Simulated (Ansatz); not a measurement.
NiMoIrPdW:

```
CELL_PARAMETERS angstrom
4.14670 0.00000 0.00000
-2.07335 3.59115 0.00000
0.00000 0.00000 5.41629
ATOMIC_POSITIONS crystal
Ni 0.00000 0.00000 0.02221
Mo 0.66667 0.33333 0.45996
Pd 0.33333 0.66667 0.74601
Ir 0.33333 0.66667 0.25641
W 0.66667 0.33333 0.99985
```

The cell was built by a generator and needn't be a form met in nature.

Base run:

| Quantity | Value |
| --- | --- |
| Program | Ansatz 0.2.0 |
| Functional | LDA |
| Potentials or basis | all-electron LAPW, scalar-relativistic |
| Cutoff | 343 eV |
| Density cutoff | 1370 eV |
| Basis error allowed | 0.002 eV/atom |
| k mesh | 5 × 5 × 4 |
| Occupations | fermi-dirac, width 0.05 eV |
| Spin | collinear spin, ferromagnetic start |
| Starting moments | [1.0, 1.0, 0.0, 0.6, 0.0] μB |

Its results: pressure -12.7 GPa; net moment 0.00 μB per cell; largest force 0.411 eV/Å.

Problem. After a change of settings the same cell gave: pressure 2.7 GPa; net moment 0.00 μB per cell; largest force 0.112 eV/Å. Which change was it?
A. functional from LDA to revPBE
B. functional from LDA to BLYP
C. functional from LDA to PBE
D. functional from LDA to PBE; k mesh from 5 × 5 × 4 to 7 × 7 × 5

Solution. A.

revPBE binds less tightly than LDA, so the same cell stands under more pressure.

Caveats: the k mesh is thin for a metal, which can move the energy by tens of meV per atom.

Not every run made on this cell is shown here.
